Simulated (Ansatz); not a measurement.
# Al2Ga: the cost of one run

Computed with Ansatz 0.2.0, Gaussian basis. Level: cc-pVTZ, core rule «outside noble gas», up to 24 orbitals frozen.

The runs, in order: UHF; CCSD(T) on ROHF; CCSD(T) on UHF; BCCD(T) on ROHF; CCSDT(Q) on ROHF; CCSDT(Q) on UHF; CASSCF and MRCISD+Q, 8 electrons in 12 orbitals; CASSCF and NEVPT2, 8 electrons in 12 orbitals.

5 further runs of the same task are left out: 5 set aside as unsound or not needed.

**1. What is computed**

The geometry is a PBE0/def2-TZVP stationary point (not a proven minimum) of the parent state, kept for this charge and spin. No spin-orbit coupling is included. The filled d shell of Ga may be among the frozen orbitals whatever the setting's name suggests; the logs give the count.

3 atoms, charge 1, spin multiplicity 3.

Atoms are counted from 1 here; the program's logs count them from 0.

Bond lengths: Al1–Al2 2.581 Å, Al2–Ga3 2.573 Å. Angles: Al1–Al2–Ga3 70.0°.

**2. UHF**

Input file in.yaml:

```yaml
crystal:
  periodic: [false, false, false]
  atoms:
    - {symbol: Al, position_ang: [0.000000, -1.007251, 1.777914]}
    - {symbol: Al, position_ang: [0.000000, 1.438625, 0.953445]}
    - {symbol: Ga, position_ang: [0.000000, -0.166934, -1.056986]}
basis:
  gaussian: {orbitals: cc-pVTZ}
total_charge: 1
magnetization: {spin_polarized: true, initial_magnetization: 2}
hamiltonian: {xc: hf}
output: {orbitals: {seedname: orbitals}}
```

The run is started by

```console
ansatz run in.yaml --threads 1 --pin off --events-out ev --progress --plain --max-ram 4096MiB --backend cpu
```

**Question.** How long does this run take on 1 thread of AMD EPYC 7R13, shared host, and how much memory does it need?

About 19 s, with a peak of 0.28 GiB.
